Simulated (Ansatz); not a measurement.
# AlGeH₅O (SMILES [AlH2][O][GeH3]): one structure at several levels

How do the functionals fare away from a minimum? The structure is a structure displaced at random from a GFN2-xTB minimum.

The runs use Ansatz 0.2.0, Gaussian basis; single points in def2-TZVPP.

Correlated methods freeze the cores. Filled d shells of the heavier atoms are correlated.

### Step 1. The system as given

SMILES `[AlH2][O][GeH3]`, 8 atoms, charge 0, spin multiplicity 1.

Atoms are counted from 1 here; the program's logs count them from 0.

Bond lengths: Al1–O2 1.676 Å, Al1–H4 1.443 Å, Al1–H5 1.573 Å, O2–Ge3 1.718 Å, Ge3–H6 1.553 Å, Ge3–H7 1.469 Å, Ge3–H8 1.419 Å. Angles: O2–Al1–H4 115.0°, O2–Al1–H5 112.7°, H4–Al1–H5 132.2°, Al1–O2–Ge3 177.8°, O2–Ge3–H6 101.0°, O2–Ge3–H7 114.6°, O2–Ge3–H8 111.1°, H6–Ge3–H7 94.8°, H6–Ge3–H8 108.6°, H7–Ge3–H8 122.6°.

Geometry (Å):

```xyz
8

Al   -1.20470    1.24680   -0.78280
O    -0.14840    0.15610   -0.07400
Ge    0.92560   -1.00170    0.60130
H    -1.90620    0.75210   -1.94330
H    -1.20390    2.64650   -0.06500
H     1.00020   -0.51410    2.07390
H     2.34550   -0.75660    0.31740
H     0.35420   -2.30030    0.58180
```

### Step 2. CCSD(T)/def2-TZVPP

Contents of run/in.yaml:

```yaml
crystal:
  periodic: [false, false, false]
  atoms:
    - {symbol: Al, position_ang: [-1.204700, 1.246800, -0.782800]}
    - {symbol: O, position_ang: [-0.148400, 0.156100, -0.074000]}
    - {symbol: Ge, position_ang: [0.925600, -1.001700, 0.601300]}
    - {symbol: H, position_ang: [-1.906200, 0.752100, -1.943300]}
    - {symbol: H, position_ang: [-1.203900, 2.646500, -0.065000]}
    - {symbol: H, position_ang: [1.000200, -0.514100, 2.073900]}
    - {symbol: H, position_ang: [2.345500, -0.756600, 0.317400]}
    - {symbol: H, position_ang: [0.354200, -2.300300, 0.581800]}
basis:
  gaussian: {orbitals: def2-TZVPP}
correlation: {method: ccsd_t}
output: {forces: true}
```

No record of the launch command was kept for these runs.

### Step 3. PBE0-D4/def2-TZVPP

Changes to run/in.yaml since step 2:

```diff
@@ -13,3 +13,3 @@
   gaussian: {orbitals: def2-TZVPP}
-correlation: {method: ccsd_t}
-output: {forces: true}
+hamiltonian: {xc: pbe0, dispersion: d4}
+output: {forces: true, orbitals: {seedname: orbitals}}
```

### Step 4. wB97M-V/def2-TZVPP

Changes to run/in.yaml since step 3:

```diff
@@ -13,3 +13,3 @@
   gaussian: {orbitals: def2-TZVPP}
-hamiltonian: {xc: pbe0, dispersion: d4}
-output: {forces: true, orbitals: {seedname: orbitals}}
+hamiltonian: {xc: {name: wB97M-V}}
+output: {forces: true}
```

### Step 5. r2SCAN-D4/def2-TZVPP

Changes to run/in.yaml since step 4:

```diff
@@ -13,3 +13,3 @@
   gaussian: {orbitals: def2-TZVPP}
-hamiltonian: {xc: {name: wB97M-V}}
+hamiltonian: {xc: r2scan, dispersion: d4}
 output: {forces: true}
```

### Step 6. PBE-D4/def2-TZVPP

Changes to run/in.yaml since step 5:

```diff
@@ -13,3 +13,3 @@
   gaussian: {orbitals: def2-TZVPP}
-hamiltonian: {xc: r2scan, dispersion: d4}
+hamiltonian: {xc: pbe, dispersion: d4}
 output: {forces: true}
```

### Step 7. r2SCANh-D4/def2-TZVPP

Changes to run/in.yaml since step 6:

```diff
@@ -13,3 +13,3 @@
   gaussian: {orbitals: def2-TZVPP}
-hamiltonian: {xc: pbe, dispersion: d4}
+hamiltonian: {xc: {name: r2SCANh}, dispersion: d4}
 output: {forces: true}
```

### Step 8. BHLYP-D4/def2-TZVPP

Changes to run/in.yaml since step 7:

```diff
@@ -13,3 +13,3 @@
   gaussian: {orbitals: def2-TZVPP}
-hamiltonian: {xc: {name: r2SCANh}, dispersion: d4}
+hamiltonian: {xc: {name: BHLYP}, dispersion: d4}
 output: {forces: true}
```

(Steps that only read results are left out.)

What does the calculation give? Wanted: energy less free atoms, CCSD(T)/def2-TZVPP; RMS force component; RMS force error; HOMO and LUMO, PBE0-D4; T1 diagnostic.

As calculated:

| quantity | value |
| --- | --- |
| energy less free atoms, CCSD(T)/def2-TZVPP | -533.3 kcal/mol |
| RMS force component | 1.146 to 1.191 eV/Å over the methods |
| RMS force error | PBE0-D4 0.072, wB97M-V 0.056, r2SCAN-D4 0.044, PBE-D4 0.152, r2SCANh-D4 0.053, BHLYP-D4 0.118 eV/Å |
| HOMO and LUMO, PBE0-D4 | -7.79 and -0.95 eV |
| T1 diagnostic | 0.012 |

Against CCSD(T) the functionals' energies less atoms differ by -8.0 to +6.8 kcal/mol, PBE-D4 by +3.0 kcal/mol. A larger basis would deepen the CCSD(T) value, while the functionals are nearly converged already, so the order here is not reliable. On forces the order runs from r2SCAN-D4 to PBE-D4. Frozen-core CCSD(T) forces in triple zeta carry basis errors of their own, and this is one geometry, so small gaps rank nothing.
